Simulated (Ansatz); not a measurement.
**C2H4SiZn: a ladder of functionals and wavefunction methods**

One table from this session's results is given with a row withheld; the runs are named, their logs left out.

Computed with Ansatz 0.2.0, Gaussian basis. Level: functionals in def2-TZVPP, the program's frozen cores in correlated methods.

The runs, in order: PBE-D4, r2SCAN-D4, PBE0-D4, B3LYP-D4, ωB97X-V, ωB97M-V, B2PLYP; CCSD(T)/def2-TZVPP; MP2/def2-QZVPP; extrapolation to the limit.

**The geometry**

An earlier PBE0-D4 in a triple-zeta def2 set relaxation fixed the geometry.

8 atoms, charge 0, spin multiplicity 1.

Atoms are counted from 1 here; the program's logs count them from 0.

Bond lengths: Si2–C3 1.807 Å, Si2–C4 1.809 Å, Si2–H5 1.483 Å, Si2–H6 1.482 Å, C3–C4 1.331 Å, C3–H7 1.083 Å, C4–H8 1.083 Å. Angles: C3–Si2–C4 43.2°, C3–Si2–H5 121.4°, C3–Si2–H6 121.7°, C4–Si2–H5 121.4°, C4–Si2–H6 121.7°, H5–Si2–H6 111.5°, Si2–C3–C4 68.5°, Si2–C3–H7 155.6°, C4–C3–H7 135.9°, Si2–C4–C3 68.3°, Si2–C4–H8 155.7°, C3–C4–H8 135.9°.

As a file:

```
Zn   -2.8735   -0.1857   -1.6226
Si    0.2814    0.9261    0.4104
C     1.1220   -0.5514   -0.2026
C    -0.0490   -0.8513    0.3541
H    -0.3991    1.8675   -0.5118
H     0.7051    1.5997    1.6608
H     1.9205   -1.1055   -0.6801
H    -0.6152   -1.7564    0.5360
```

Set-up of the first run:

Contents of in.yaml:

```yaml
crystal:
  periodic: [false, false, false]
  atoms:
    - {symbol: Zn, position_ang: [-2.873520, -0.185737, -1.622569]}
    - {symbol: Si, position_ang: [0.281396, 0.926112, 0.410367]}
    - {symbol: C, position_ang: [1.121959, -0.551390, -0.202628]}
    - {symbol: C, position_ang: [-0.048955, -0.851298, 0.354112]}
    - {symbol: H, position_ang: [-0.399134, 1.867477, -0.511790]}
    - {symbol: H, position_ang: [0.705084, 1.599678, 1.660821]}
    - {symbol: H, position_ang: [1.920475, -1.105516, -0.680060]}
    - {symbol: H, position_ang: [-0.615205, -1.756425, 0.536049]}
basis:
  gaussian: {orbitals: def2-TZVPP}
hamiltonian: {xc: pbe, dispersion: d4}
output: {forces: true, orbitals: {seedname: orbitals}}
```

The run is started by

```console
$ ansatz run in.yaml --threads 4 --pin off --events-out ev --progress --plain --max-ram 10444MiB
```

Steps of the session up to this table: PBE-D4 (GGA); r2SCAN-D4 (meta-GGA); PBE0-D4 (hybrid); B3LYP-D4 (hybrid); ωB97X-V (range-separated); ωB97M-V (range-separated); B2PLYP (double hybrid); CCSD(T) in def2-TZVPP; MP2 in def2-QZVPP.

One table of the session follows, with a row left open; its other results are not shown here.

```
            method  atomisation energy (kJ/mol)
            PBE-D4                       2633.1
         r2SCAN-D4                       2589.8
           PBE0-D4                       2593.7
          B3LYP-D4                       2580.5
           ωB97X-V                       2586.6
           ωB97M-V                       2588.4
            B2PLYP                       2547.4
     HF/def2-TZVPP                       1883.2
    MP2/def2-TZVPP                            ?
   CCSD/def2-TZVPP                       2463.9
CCSD(T)/def2-TZVPP                       2507.1
           MP2/CBS                       2614.4
       CCSD(T)/CBS                       2576.3
```

**Question.** Estimate the row for MP2/def2-TZVPP.

**Answer.** atomisation energy (kJ/mol): 2545.2. In the column «atomisation energy (kJ/mol)» it lies between CCSD(T)/def2-TZVPP (2507.1) and B2PLYP (2547.4).
